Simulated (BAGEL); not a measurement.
**Al2H4Cl2 (SMILES [AlH2-]1[Cl+][AlH2-][Cl+]1): B3LYP/def2-SVP (density fitting with qzvpp-jkfit)**

Aim: the energy change on altering one bond length of Al2H4Cl2 at B3LYP/def2-SVP (density fitting with qzvpp-jkfit), from 2 runs. 

The calculation is run with BAGEL 1.2.2.

1 further run of the same task is left out (set aside as unsound or not needed).

### Step 1. The system as given

Al2H4Cl2 has 8 atoms, charge 0, and is taken as a singlet. As SMILES, `[AlH2-]1[Cl+][AlH2-][Cl+]1`. The shape is that of a PBE0-D4/def2-TZVP optimisation.

Bond lengths: Al1–Cl2 2.300 Å, Cl2–Al3 2.300 Å, Al1–Cl4 2.300 Å, Al3–Cl4 2.300 Å, Al1–H5 1.573 Å, Al1–H6 1.573 Å, Al3–H7 1.573 Å, Al3–H8 1.573 Å. Some angles: Al1–Cl2–Al3 89.2°, Cl2–Al1–Cl4 90.8°, Cl2–Al3–Cl4 90.8°, Al1–Cl4–Al3 89.2°, Cl2–Al1–H5 108.1°, Cl2–Al1–H6 108.1°, Cl4–Al1–H5 108.1°, Cl4–Al1–H6 108.2°, Cl2–Al3–H7 108.1°, Cl2–Al3–H8 108.2°.

### Step 2. The energy at B3LYP/def2-SVP (density fitting with qzvpp-jkfit)

Contents of job.json:

```json
{ "bagel": [

{
  "title": "molecule",
  "basis": "svp",
  "df_basis": "qzvpp-jkfit",
  "angstrom": true,
  "geometry": [
    { "atom": "Al", "xyz": [      -0.642700,       1.470000,      -0.183400 ] },
    { "atom": "Cl", "xyz": [       1.320400,       0.665200,       0.704600 ] },
    { "atom": "Al", "xyz": [       0.642800,      -1.470000,       0.183200 ] },
    { "atom": "Cl", "xyz": [      -1.325100,      -0.666000,      -0.694700 ] },
    { "atom": "H", "xyz": [      -0.304000,       2.211100,      -1.528700 ] },
    { "atom": "H", "xyz": [      -1.534500,       1.999500,       0.999000 ] },
    { "atom": "H", "xyz": [       1.532800,      -1.989800,      -1.005000 ] },
    { "atom": "H", "xyz": [       0.310400,      -2.220000,       1.525100 ] }
  ]
},

{ "title": "ks", "xc_func": "b3lyp" },

{ "title": "print", "file": "orbitals.molden", "orbitals": true }

]}
```

On the command line:

```
BAGEL_NUM_THREADS=1 BAGEL job.json > job.out
```

Output:

```text
* using 1 threads per process

  ===============================================================
  ===============================================================

  *** Geometry ***

  { "atom" : "Al", "xyz" : [     -1.214527,      2.777897,     -0.346576 ] },
  { "atom" : "Cl", "xyz" : [      2.495194,      1.257046,      1.331501 ] },
  { "atom" : "Al", "xyz" : [      1.214716,     -2.777897,      0.346198 ] },
  { "atom" : "Cl", "xyz" : [     -2.504076,     -1.258558,     -1.312793 ] },
  { "atom" : "H", "xyz" : [     -0.574477,      4.178373,     -2.888824 ] },
  { "atom" : "H", "xyz" : [     -2.899785,      3.778507,      1.887836 ] },
  { "atom" : "H", "xyz" : [      2.896572,     -3.760177,     -1.899175 ] },
  { "atom" : "H", "xyz" : [      0.586571,     -4.195192,      2.882021 ] },

  Number of auxiliary basis functions:      584

  Since a DF basis is specified, we compute 2- and 3-index integrals:
    o Being stored without compression. Storage requirement is 0.040 GB

  Number of basis functions:       92
  Number of electrons      :       64

    * METHOD: MOLECULE                             0.25

  *** Kohn-Sham DFT ***

    * Removing 15487 points whose weight is below 1.00e-10
    * Grid points: 103761

  === Nuclear Repulsion ===
   325.4002577523

       - DIIS with orbital gradients will be used.

  === KS iteration (b3lyp / svp) ===
      0      -1379.16679541          0.07229661           0.62
      1      -1373.37015342          0.08730306           0.75
      2      -1382.21062638          0.08420228           0.65
      3      -1405.47979313          0.04642732           0.65
      4      -1406.73531069          0.02368969           0.48
      5      -1407.22660184          0.01397626           0.52
      6      -1407.33535654          0.00910637           0.44
      7      -1407.43528805          0.00119641           0.56
      8      -1407.43700845          0.00016481           0.59
      9      -1407.43703696          0.00003319           0.54
     10      -1407.43703836          0.00000801           0.45
     11      -1407.43703843          0.00000156           0.46
     12      -1407.43703843          0.00000061           0.46
     13      -1407.43703843          0.00000004           0.44
     14      -1407.43703843          0.00000002           0.43
     15      -1407.43703843          0.00000001           0.42
    * SCF iteration converged.

    * Permanent dipole moment:
           (    0.000590,     0.000199,    -0.000911) a.u.

    * METHOD: KS                                   8.98

    * METHOD: PRINT                                0.01

  ===============================================================
```

Wall time 10 s (1 thread of Intel Xeon 6975P-C (Granite Rapids), shared host); peak memory 0.5 GiB.

### Step 3. The distorted shape at the same level

Contents of dft.json:

```json
{ "bagel" : [

{
  "title" : "molecule",
  "basis" : "svp",
  "df_basis" : "qzvpp-jkfit",
  "angstrom" : true,
  "geometry" : [
    { "atom" : "Al", "xyz" : [   -0.476499,    1.845003,   -0.854356 ] },
    { "atom" : "Cl", "xyz" : [    1.486601,    1.040203,    0.033644 ] },
    { "atom" : "Al", "xyz" : [    0.809001,   -1.094997,   -0.487756 ] },
    { "atom" : "Cl", "xyz" : [   -1.158899,   -0.290997,   -1.365656 ] },
    { "atom" : "H", "xyz" : [   -0.137799,    2.586103,   -2.199656 ] },
    { "atom" : "H", "xyz" : [   -1.368299,    2.374503,    0.328044 ] },
    { "atom" : "H", "xyz" : [    1.699001,   -1.614797,   -1.675956 ] },
    { "atom" : "H", "xyz" : [    0.310400,   -2.220000,    1.525100 ] }
  ]
},
{ "title" : "ks", "xc_func" : "b3lyp", "charge" : 0 },
{ "title" : "print", "file" : "orbitals.molden", "orbitals" : true }

]}
```

On the command line:

```
BAGEL_NUM_THREADS=1 BAGEL dft.json > dft.out
```

Output:

```text
* using 1 threads per process

  ===============================================================
  ===============================================================

  *** Geometry ***

  { "atom" : "Al", "xyz" : [     -0.900453,      3.486550,     -1.614499 ] },
  { "atom" : "Cl", "xyz" : [      2.809269,      1.965699,      0.063578 ] },
  { "atom" : "Al", "xyz" : [      1.528790,     -2.069244,     -0.921725 ] },
  { "atom" : "Cl", "xyz" : [     -2.190002,     -0.549905,     -2.580716 ] },
  { "atom" : "H", "xyz" : [     -0.260402,      4.887026,     -4.156747 ] },
  { "atom" : "H", "xyz" : [     -2.585710,      4.487160,      0.619913 ] },
  { "atom" : "H", "xyz" : [      3.210647,     -3.051524,     -3.167098 ] },
  { "atom" : "H", "xyz" : [      0.586571,     -4.195192,      2.882021 ] },

  Number of auxiliary basis functions:      584

  Since a DF basis is specified, we compute 2- and 3-index integrals:
    o Being stored without compression. Storage requirement is 0.040 GB

  Number of basis functions:       92
  Number of electrons      :       64

    * METHOD: MOLECULE                             0.27

  *** Kohn-Sham DFT ***

    * Removing 15082 points whose weight is below 1.00e-10
    * Grid points: 104166

  === Nuclear Repulsion ===
   322.7612678521

       - DIIS with orbital gradients will be used.

  === KS iteration (b3lyp / svp) ===
      0      -1379.35484669          0.07180755           0.95
      1      -1374.19410632          0.08589427           0.59
      2      -1382.46835631          0.08368498           0.55
      3      -1405.11809044          0.04648469           0.66
      4      -1406.68764802          0.02336613           0.61
      5      -1407.15395794          0.01353750           0.54
      6      -1407.28792836          0.00826260           0.58
      7      -1407.35469446          0.00351062           0.72
      8      -1407.37145411          0.00056432           0.65
      9      -1407.37174422          0.00012865           0.66
     10      -1407.37176180          0.00002907           0.71
     11      -1407.37176262          0.00000812           0.57
     12      -1407.37176268          0.00000276           0.54
     13      -1407.37176269          0.00000079           0.56
     14      -1407.37176269          0.00000012           0.56
     15      -1407.37176269          0.00000003           0.54
     16      -1407.37176269          0.00000001           0.54
     17      -1407.37176269          0.00000000           0.53
    * SCF iteration converged.

    * Permanent dipole moment:
           (   -0.084374,    -0.358148,     0.500623) a.u.

    * METHOD: KS                                  11.79

    * METHOD: PRINT                                0.02

  ===============================================================
```

Wall time 13 s (1 thread of Intel Xeon 6975P-C (Granite Rapids), shared host); peak memory 0.5 GiB.

### Step 4. Results

Level: B3LYP/def2-SVP (density fitting with qzvpp-jkfit).

| quantity | value |
| --- | --- |
| first shape: total energy | -1407.43704 Eh |
| first shape: dipole moment | 0.00 D |
| first shape: HOMO energy | -8.17 eV |
| first shape: LUMO energy | -0.97 eV |
| first shape: HOMO–LUMO gap | 7.20 eV |
| distorted shape: total energy | -1407.37176 Eh |
| distorted shape: dipole moment | 1.58 D |
| distorted shape: HOMO energy | -7.11 eV |
| distorted shape: LUMO energy | -1.45 eV |
| distorted shape: HOMO–LUMO gap | 5.66 eV |
| energy change with the Al3–H8 bond stretched from 1.573 to 2.359 Å | 1.776 eV |

What this shows: With the Al3–H8 bond stretched from 1.573 to 2.359 Å the energy rises by 1.78 eV (171 kJ/mol). The first shape isn't relaxed at this level, so the change isn't measured from a minimum.
